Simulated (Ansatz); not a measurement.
**GeH₃Cl + CH₄: a complex and its separated parts**

Aim: how far the complex at one end of a reaction step lies below its separated, relaxed parts, level by level.

Program: Ansatz 0.2.0, Gaussian basis. Level of theory: PBE0-D4/def2-TZVP structures, single points in def2-TZVPP, no counterpoise correction. These are calculated values, not measurements.

Levels: SPW92, PBE-D4, BLYP-D4, r2SCAN-D4, B97M-V, PBE0-D4, B3LYP-D4, r2SCAN0-D4, BHLYP-D4, CAM-B3LYP-D4, wB97X-V, wB97M-V, B2PLYP, PBE-QIDH, RPA on PBE, Hartree-Fock, MP2, CCSD, CCSD(T).

Cores are frozen in the correlated methods. Filled d shells of the heavier atoms are correlated. B3LYP uses VWN-RPA correlation. B2PLYP carries no dispersion term here.

21 further runs of the same task are left out: 21 set aside as unsound or not needed.

**1. The system as given**

The complex: 10 atoms, charge 0, spin multiplicity 1.

Atoms are counted from 1 here; the program's logs count them from 0.

Bond lengths: Ge1–H3 1.532 Å, Ge1–H4 1.532 Å, Ge1–H5 1.531 Å, Ge1–Cl7 2.157 Å, C2–H6 1.090 Å, C2–H8 1.090 Å, C2–H9 1.090 Å, C2–H10 1.090 Å. Angles: H3–Ge1–H4 111.7°, H3–Ge1–H5 111.9°, H3–Ge1–Cl7 107.0°, H4–Ge1–H5 111.9°, H4–Ge1–Cl7 107.0°, H5–Ge1–Cl7 107.1°, H6–C2–H8 109.6°, H6–C2–H9 109.6°, H6–C2–H10 109.5°, H8–C2–H9 109.5°, H8–C2–H10 109.4°, H9–C2–H10 109.4°.

Geometry (Å):

```xyz
10
charge 0, multiplicity 1
Ge   -0.7370    1.3209   -1.5523
C     0.7042   -1.4012    1.4152
H    -2.2249    1.5345   -1.8477
H     0.1495    1.9267   -2.6449
H    -0.4102   -0.1542   -1.3048
H     0.5521   -0.3249    1.4903
Cl   -0.2995    2.3829    0.2731
H    -0.2429   -1.8882    1.1829
H     1.4249   -1.6136    0.6256
H     1.0837   -1.7828    2.3627
```

Its parts: GeH₃Cl holds atoms 1, 3, 4, 5, 7; CH₄ holds atoms 2, 6, 8, 9, 10. Each part counts its atoms afresh in its own runs.

**2. Relaxing GeH₃Cl alone**

Contents of relax-a/in.yaml:

```yaml
crystal:
  periodic: [false, false, false]
  atoms:
    - {symbol: Ge, position_ang: [-0.736959, 1.320878, -1.552284]}
    - {symbol: H, position_ang: [-2.224857, 1.534518, -1.847677]}
    - {symbol: H, position_ang: [0.149529, 1.926714, -2.644915]}
    - {symbol: H, position_ang: [-0.410222, -0.154184, -1.304807]}
    - {symbol: Cl, position_ang: [-0.299496, 2.382860, 0.273093]}
basis:
  gaussian: {orbitals: def2-TZVP}
hamiltonian: {xc: pbe0, dispersion: d4}
relax: {f_tol: 0.005, max_steps: 200}
```

No record of the launch command was kept for these runs.

Further steps of the session: Relaxing CH₄ alone; wB97M-V/def2-TZVPP; CCSD(T)/def2-TZVPP; Vibrations of GeH₃Cl; Vibrations of CH₄.

Before running it: what results should come out? Wanted: complex less parts, CCSD(T)/def2-TZVPP; with zero-point energy; largest T1 diagnostic.

The runs gave:

| quantity | value |
| --- | --- |
| complex less parts, CCSD(T)/def2-TZVPP | -4.1 kJ/mol |
| with zero-point energy | -2.3 kJ/mol |
| largest T1 diagnostic | 0.010 |

In words: At CCSD(T) the complex lies 4.1 kJ/mol below its parts. Among the functionals BLYP-D4 lands nearest to CCSD(T) (0.0 kJ/mol) and SPW92 farthest (-3.2 kJ/mol). Mean unsigned error by rung: LDA 3.2, GGA 0.7, meta-GGA 0.3, hybrid 0.5, range-separated hybrid 0.3, double hybrid 2.3 kJ/mol. PBE-D4 gives a relative energy 1.4 kJ/mol too low, an error of 33 % of the reference. The complex's frequency run has imaginary modes: the structure is no minimum, so both the energy and the zero-point correction are in doubt. No counterpoise was applied, and triple zeta lacks some correlation, so the CCSD(T) reference has a basis error of its own, and close matches with it are partly luck.
